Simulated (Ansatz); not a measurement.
What does this script print? It uses Ansatz 0.2.0 through its Python package.

The script, `run_cas.py`:
```python
import ansatz as az

BASIS_SET = "def2-SVP"

GEOMETRY = """
Ge    0.00000    0.00000    0.00000
O     0.00000    0.00000    1.76000
"""


def main() -> None:
    system = az.Crystal.molecule()
    for line in GEOMETRY.strip().splitlines():
        symbol, *xyz = line.split()
        system = system.atom(symbol, [float(v) for v in xyz])

    calc = (
        system.calculation()
        .basis(gaussian=BASIS_SET)
        .accuracy("high")
        .correlation(active_electrons=4, active_orbitals=4)
    )
    for method in [None, "sc_nevpt2", "fic_mrcisd_q"]:
        rep = (calc if method is None else calc.correlation(method)).run(threads=1, pin="off").report
        space = rep["configurations"]
        state = space["states"][0]
        print(method or "casscf", f"total {rep['free_energy_ev'] / 27.211386246:.6f} Ha, active-space state {state['energy']['hartree']:.6f} Ha, mean field {rep['reference_energy_ev'] / 27.211386246:.6f} Ha")
        print("  determinants", state["n_determinants"], " natural occupations", [round(n, 3) for n in space["natural_occupations"]])
    print("effectively unpaired electrons, sum of min(n, 2 - n):", round(sum(min(n, 2 - n) for n in space["natural_occupations"]), 3))


if __name__ == "__main__":
    main()
```

```console
$ python run_cas.py
casscf total -2149.946972 Ha, active-space state -2149.946972 Ha, mean field -2149.863622 Ha
  determinants 36  natural occupations [1.92, 1.92, 0.08, 0.08]
sc_nevpt2 total -2150.277370 Ha, active-space state -2149.946957 Ha, mean field -2149.863622 Ha
  determinants 20  natural occupations [1.92, 1.92, 0.08, 0.08]
fic_mrcisd_q total -2150.291819 Ha, active-space state -2149.946957 Ha, mean field -2149.863622 Ha
  determinants 20  natural occupations [1.92, 1.92, 0.08, 0.08]
effectively unpaired electrons, sum of min(n, 2 - n): 0.318
```

What to keep in mind:
- These settings explore the input space; basis and method may be short of convergence.
- The geometry is a force-field or estimated start, not a minimum of this method, and the basis set is short of its limit. The active space starts as a window about the frontier orbitals and is then optimised, not chosen by chemistry.
- The spin state was assumed, and another may lie lower.
- The whole script took 6 s on 1 thread of Intel(R) Xeon(R) 6975P-C (Granite Rapids), on a shared host, peak memory 0.19 GiB.

(Lines on the test bed's own set-up are left out of the output.)
